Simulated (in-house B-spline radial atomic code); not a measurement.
# Os⁴⁰⁺: highest level by several methods

In exact Kohn-Sham theory the highest occupied level equals minus the energy to remove an electron. How near do common methods come for Os⁴⁰⁺?

Program: in-house B-spline radial atomic code version 1. Level of theory: scalar-relativistic (X2C), several functionals, spin-polarised; spherical all-electron atom at the radial basis limit. These are calculated values, not measurements, unless marked.

### 1 The system

```
element       : osmium (Z = 76)
charge        : +40
electrons     : 36
configuration : [Ar] 3d10 4s2 4p6
nucleus       : Fermi, rms radius 5.413 fm
```

Outer shells as boxes (Hund's rule):

[Ar] 3d10 4s2 4p6
```
[Ar] core
3d [↑↓][↑↓][↑↓][↑↓][↑↓]
4s [↑↓]
4p [↑↓][↑↓][↑↓]
```

Where spins are not typed, each open shell is filled with up spins first.

### 2 AM05, a GGA

The run's settings:

```ini
Z = 76
electrons = 36.0
configuration = [Ar] 3d10 4s2 4p6
hamiltonian = x2c
method = am05
spin_polarised = True
nucleus = fermi
rms_radius = 5.4126
mass_number = 192
atomic_mass = 191.961478765
speed_of_light = 137.035999084
```

### 3 PW91, a GGA

Changes to the settings of step 2:

```diff
@@ -4,3 +4,3 @@
 hamiltonian = x2c
-method = am05
+method = pw91,pw91
 spin_polarised = True
```

### 4 M06-L, a meta-GGA

Changes to the settings of step 3:

```diff
@@ -4,3 +4,3 @@
 hamiltonian = x2c
-method = pw91,pw91
+method = m06l
 spin_polarised = True
```

### 5 SCAN, a meta-GGA

Changes to the settings of step 4:

```diff
@@ -4,3 +4,3 @@
 hamiltonian = x2c
-method = m06l
+method = scan,scan
 spin_polarised = True
```

The tabulated ionisation energy is 1996 ± 4 eV (tabulated theoretical; NIST Atomic Spectra Database). What does each method give, and which comes nearest?

The runs gave:

| method | rung | total energy (hartree) | −ε highest (eV) | −ε less tabulated (eV) |
| --- | --- | --- | --- | --- |
| AM05 | GGA | -16247.8384 | 2004.38 (4p up) | +8.38 |
| PW91 | GGA | -16259.5848 | 2004.96 (4p up) | +8.96 |
| M06-L | meta-GGA | -16257.8607 | 2006.99 (4p up) | +10.99 |
| SCAN | meta-GGA | -16259.1178 | 2007.22 (4p up) | +11.22 |

The tabulated ionisation energy is 1996 ± 4 eV (tabulated theoretical; NIST Atomic Spectra Database). AM05 comes nearest (+8.38 eV) and SCAN is farthest (+11.22 eV, 0.56 %). Relativistic terms that these runs lack can be as large as the gaps between close methods, so the nearest may be so by luck. Spin-orbit coupling is left out. Open shells are averaged (over orientations, and over spins where the run is restricted), while tables refer to the lowest levels.

Members of this set that are not shown: 1 did not converge; 2 used exact exchange with fractional occupations of an open shell, which is unsound here.
